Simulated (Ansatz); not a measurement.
# CH4SiZn: small, medium and large basis sets

Aim: see how fast density functionals converge with the basis set for CH4SiZn.

Method: one geometry, several basis sets; program: Ansatz 0.2.0, Gaussian basis.

The runs, in order: PBE0-D4/def2-SVP; ωB97M-V/def2-SVP; PBE0-D4/def2-QZVPP; ωB97M-V/def2-QZVPP; the functionals' def2-TZVPP values are taken from earlier runs.

### Step 1. The geometry

An earlier PBE0-D4 in a triple-zeta def2 set relaxation fixed the geometry.

7 atoms, charge 0, spin multiplicity 1.

Atoms are counted from 1 here; the program's logs count them from 0.

Bond lengths: C1–Si2 1.708 Å, C1–H4 1.084 Å, C1–H5 1.084 Å, Si2–H6 1.480 Å, Si2–H7 1.480 Å. Angles: Si2–C1–H4 122.1°, Si2–C1–H5 121.9°, H4–C1–H5 115.6°, C1–Si2–H6 121.8°, C1–Si2–H7 121.9°, H6–Si2–H7 114.1°.

### Step 2. PBE0-D4 in def2-SVP

in.yaml reads:

```yaml
crystal:
  periodic: [false, false, false]
  atoms:
    - {symbol: C, position_ang: [-0.974669, 0.142961, -0.736201]}
    - {symbol: Si, position_ang: [0.377472, 0.436924, 0.265656]}
    - {symbol: Zn, position_ang: [1.564513, -2.146272, 1.149775]}
    - {symbol: H, position_ang: [-0.875765, -0.017905, -1.803463]}
    - {symbol: H, position_ang: [-1.966585, -0.014574, -0.328509]}
    - {symbol: H, position_ang: [0.228139, 0.766978, 1.700708]}
    - {symbol: H, position_ang: [1.708194, 0.763987, -0.293666]}
basis:
  gaussian: {orbitals: def2-SVP}
hamiltonian: {xc: pbe0, dispersion: d4}
output: {orbitals: {seedname: orbitals}}
```

Started as:

```console
ansatz run in.yaml --threads 2 --pin off --events-out ev --progress --plain --max-ram 4352MiB
```

The runs that follow: ωB97M-V in def2-SVP; PBE0-D4 in def2-QZVPP; ωB97M-V in def2-QZVPP.

Before running them: what should the planned runs give, taken together? Wanted: PBE0-D4: double and triple zeta above quadruple; ωB97M-V: double and triple zeta above quadruple.

As calculated:

| quantity | value |
| --- | --- |
| PBE0-D4: double and triple zeta above quadruple | 12.61, 1.47 eV |
| ωB97M-V: double and triple zeta above quadruple | 12.65, 1.42 eV |

**Reading.** For PBE0-D4 the step from double to triple zeta gains 11.14 eV and the next only 1.47 eV. These are total energies; as a rule much of such shifts cancels in differences, which this series doesn't test.
